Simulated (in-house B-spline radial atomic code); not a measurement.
# Excited states and polarisability of Pm²⁵⁺ by several methods

How far do the methods of linear response differ for Pm²⁵⁺? Each gives excitation energies, polarisability and C6.

Method: linear response of a closed shell, each method with its own adiabatic kernel; spin-free one-electron X2C, finite nucleus; B-spline basis; no spin-orbit coupling, no double excitations; only terms of natural parity, (−1)^L, with L up to 3 are computed. Code: in-house B-spline radial atomic code version 1.

## 1. The system

| Quantity | Value |
| --- | --- |
| element | promethium (Z = 61) |
| charge | +25 |
| configuration | [Ar] 3d10 4s2 4p6 |
| runs | TDHF; PBE; B97-1; PBEsol; exchange-only LDA; BP86 |

The outer shells:

Pm²⁵⁺
```
[Ar] core
3d [↑↓][↑↓][↑↓][↑↓][↑↓]
4s [↑↓]
4p [↑↓][↑↓][↑↓]
```

## 2. TDHF

Settings, as recorded:

```ini
Z = 61
electrons = 36.0
configuration = [Ar] 3d10 4s2 4p6
hamiltonian = x2c
method = hf
box_radius = 4.7
rms_radius = 4.961999461404065
intervals = 65
```

Started as:

```console
python run_td.py task.json out
```

One command runs all members of the session, one after another, from task.json.

## 3. PBE

Changes to the settings of step 2:

```diff
@@ -4,3 +4,3 @@
 hamiltonian = x2c
-method = hf
+method = pbe,pbe
 box_radius = 4.7
```

## 4. B97-1

Changes to the settings of step 3:

```diff
@@ -4,3 +4,3 @@
 hamiltonian = x2c
-method = pbe,pbe
+method = b97_1
 box_radius = 4.7
```

## 5. PBEsol

Changes to the settings of step 4:

```diff
@@ -4,3 +4,3 @@
 hamiltonian = x2c
-method = b97_1
+method = pbesol
 box_radius = 4.7
```

## 6. exchange-only LDA

Changes to the settings of step 5:

```diff
@@ -4,3 +4,3 @@
 hamiltonian = x2c
-method = pbesol
+method = lda,
 box_radius = 4.7
```

## 7. BP86

Changes to the settings of step 6:

```diff
@@ -4,3 +4,3 @@
 hamiltonian = x2c
-method = lda,
+method = b88,p86
 box_radius = 4.7
```

What does the calculation give? Wanted: for each run, threshold; 4p→4d ¹P; 4p→4d ³P, Tamm-Dancoff; α; C6.

**Answer**, as computed:

| run | threshold (eV) | 4p→4d ¹P (eV) | 4p→4d ³P, Tamm-Dancoff (eV) | α (bohr³) | C6 (hartree bohr⁶) | time |
| --- | --- | --- | --- | --- | --- | --- |
| TDHF | 927.80 | 149.94 | 117.54 | 0.1350 | 0.08877 | 0.9 s |
| PBE | 908.47 | 149.80 | 118.01 | 0.1343 | 0.08798 | 0.7 s |
| B97-1 | 913.03 | 149.75 | 118.07 | 0.1344 | 0.08808 | 1 s |
| PBEsol | 908.34 | 149.84 | 118.09 | 0.1341 | 0.08778 | 0.7 s |
| exchange-only LDA | 905.91 | 149.89 | 117.83 | 0.1338 | 0.08755 | 0.6 s |
| BP86 | 908.73 | 149.93 | 118.27 | 0.1341 | 0.08781 | 0.8 s |

α runs from 0.134 (exchange-only LDA) to 0.135 bohr³ (TDHF). The semilocal functionals put the threshold at 905.91 to 908.73 eV, under Hartree-Fock's 927.80 eV, through self-interaction. Spin-orbit coupling, absent here, splits and mixes these terms strongly in an ion this highly charged, so they need not match single real levels.
